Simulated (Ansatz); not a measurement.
# Be2I in Ansatz: convergence with xc grid

Crystal: Be2I.

```
CELL_PARAMETERS angstrom
3.51811 -1.90145 0.00000
3.51811 1.90145 0.00000
-0.12742 0.00000 4.59670
ATOMIC_POSITIONS crystal
Be 0.02194 0.76344 0.84296
Be 0.22964 0.98528 0.15528
I 0.74883 0.25402 0.49975
```

The cell was built by a generator and needn't be a form met in nature.

The cell isn't the ideal one: atoms moved at random, drawn with an rms of 0.05 Å.

```yaml
Program: Ansatz 0.2.0
Task: convergence study
Functional: r2SCAN
Potentials_or_basis: PseudoDojo standard (PBE files)
Cutoff: 1197 eV
Density_cutoff: 4789 eV
k_mesh: 6 × 6 × 4
Occupations: gaussian, width 0.1 eV
Spin: no spin polarisation
```

These are the settings of the first run; the series varies xc grid, with any setting tied to it.

Hardware: 2 threads of Arm Neoverse V1 (shared host).

```tsv
xc grid	energy less the tightest run, at zero smearing (meV/atom)	largest force (eV/Å)	SCF cycles	CPU time (s)	peak memory (GiB)
1	0.29	1.465	8	42	0.49
2	0.00	1.475	8	47	0.52
3	0.00	1.475	8	50	0.59
4	0.00	1.476	8	57	0.76
5	0.00	1.476	8	69	1.1
```

Against the tightest run, the energy stays within 1 meV/atom from 1 on; the largest force stays within 0.005 eV/Å from 2 on. The tightest run that finished is the yardstick and may itself not be fully converged.

Caveat, for the tightest run too: the meta-GGA runs on potentials made for a GGA; the potentials were made for another functional, which shifts forces and pressure; an odd number of electrons without spin polarisation forces a metal; a magnetic or distorted state may lie lower. Spin-orbit coupling is left out, which matters for the levels of I.
